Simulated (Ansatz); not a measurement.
# CH₃BClN: taking an electron away

An exercise on one series of results from a longer session: the logs are not shown, and one member is left open.

Method: unrestricted cation, the program's frozen cores in correlated methods; program: Ansatz 0.2.0, Gaussian basis.

Plan: UKS PBE-D4/def2-TZVPP; UKS r2SCAN-D4/def2-TZVPP; UKS PBE0-D4/def2-TZVPP; UKS B3LYP-D4/def2-TZVPP; UKS wB97X-V/def2-TZVPP; UKS wB97M-V/def2-TZVPP; UKS B2PLYP/def2-TZVPP; UHF-CCSD(T)/def2-TZVPP; UHF-MP2/def2-QZVPP; extrapolation to the limit; then −ε(HOMO) from the neutral's earlier runs with LDA (SPW92), PBE-D4, revPBE-D4, BLYP-D4, r2SCAN-D4, B97M-V, PBE0-D4, B3LYP-D4, r2SCANh-D4, r2SCAN0-D4, HSE06-D4, BHLYP-D4, CAM-B3LYP-D4, LC-ωPBE, ωB97X-V, ωB97M-V.

## The geometry

The geometry comes from an earlier relaxation with PBE0-D4 in a triple-zeta def2 set; it is a stationary point, not always the lowest conformer.

7 atoms, charge 0, spin multiplicity 1.

Atoms are counted from 1 here; the program's logs count them from 0.

Bond lengths: B1–C2 1.557 Å, B1–Cl4 1.854 Å, B1–H5 1.208 Å, B1–H6 1.208 Å, C2–N3 1.151 Å, N3–H7 0.997 Å. Angles: C2–B1–Cl4 105.4°, C2–B1–H5 105.5°, C2–B1–H6 105.5°, Cl4–B1–H5 113.5°, Cl4–B1–H6 113.5°, H5–B1–H6 112.3°, B1–C2–N3 179.9°, C2–N3–H7 178.0°.

The first run:

The input, in.yaml:

```yaml
crystal:
  periodic: [false, false, false]
  atoms:
    - {symbol: B, position_ang: [-0.487265, 0.684043, -0.489747]}
    - {symbol: C, position_ang: [0.239858, -0.365757, 0.401747]}
    - {symbol: N, position_ang: [0.778219, -1.142934, 1.058606]}
    - {symbol: Cl, position_ang: [0.069768, 0.331092, -2.222142]}
    - {symbol: H, position_ang: [-1.667091, 0.494394, -0.314373]}
    - {symbol: H, position_ang: [-0.129460, 1.761541, -0.077982]}
    - {symbol: H, position_ang: [1.257271, -1.830479, 1.598090]}
basis:
  gaussian: {orbitals: def2-TZVPP}
total_charge: 1
magnetization: {spin_polarized: true, initial_magnetization: 1}
hamiltonian: {xc: pbe, dispersion: d4}
```

The run is started by

```
> ansatz run in.yaml --threads 2 --pin off --events-out ev --progress --plain --max-ram 4352MiB
```

Among the steps run: Cation, UKS PBE-D4/def2-TZVPP; Cation, UKS r2SCAN-D4/def2-TZVPP; Cation, UKS PBE0-D4/def2-TZVPP; Cation, UKS B3LYP-D4/def2-TZVPP; Cation, UKS wB97X-V/def2-TZVPP; Cation, UKS wB97M-V/def2-TZVPP; Cation, UKS B2PLYP (frozen core)/def2-TZVPP; Cation, UHF-CCSD(T)/def2-TZVPP; Cation, UHF-MP2/def2-QZVPP.

One of the session's tables, all rows but one given; the rest of the session is left out.

Orbital estimates, from the neutral's runs:

| functional | −ε(HOMO) (eV) |
| --- | --- |
| LDA (SPW92) | 6.22 |
| PBE-D4 | 6.11 |
| revPBE-D4 | 6.06 |
| BLYP-D4 | 5.97 |
| r2SCAN-D4 | 6.42 |
| B97M-V | 6.50 |
| PBE0-D4 | 7.42 |
| B3LYP-D4 | 7.18 |
| r2SCANh-D4 | 6.90 |
| r2SCAN0-D4 | 7.63 |
| HSE06-D4 | ? |
| BHLYP-D4 | 8.64 |
| CAM-B3LYP-D4 | 8.77 |
| LC-ωPBE | 10.14 |
| ωB97X-V | 9.79 |
| ωB97M-V | 9.64 |

Estimate the missing values for HSE06-D4.

As computed: −ε(HOMO) (eV): 7.02. In the column «−ε(HOMO) (eV)» it lies between r2SCANh-D4 (6.90) and B3LYP-D4 (7.18).

To keep in mind: The cation may have settled in a state other than its lowest; no search over hole states beyond the program's own was made.
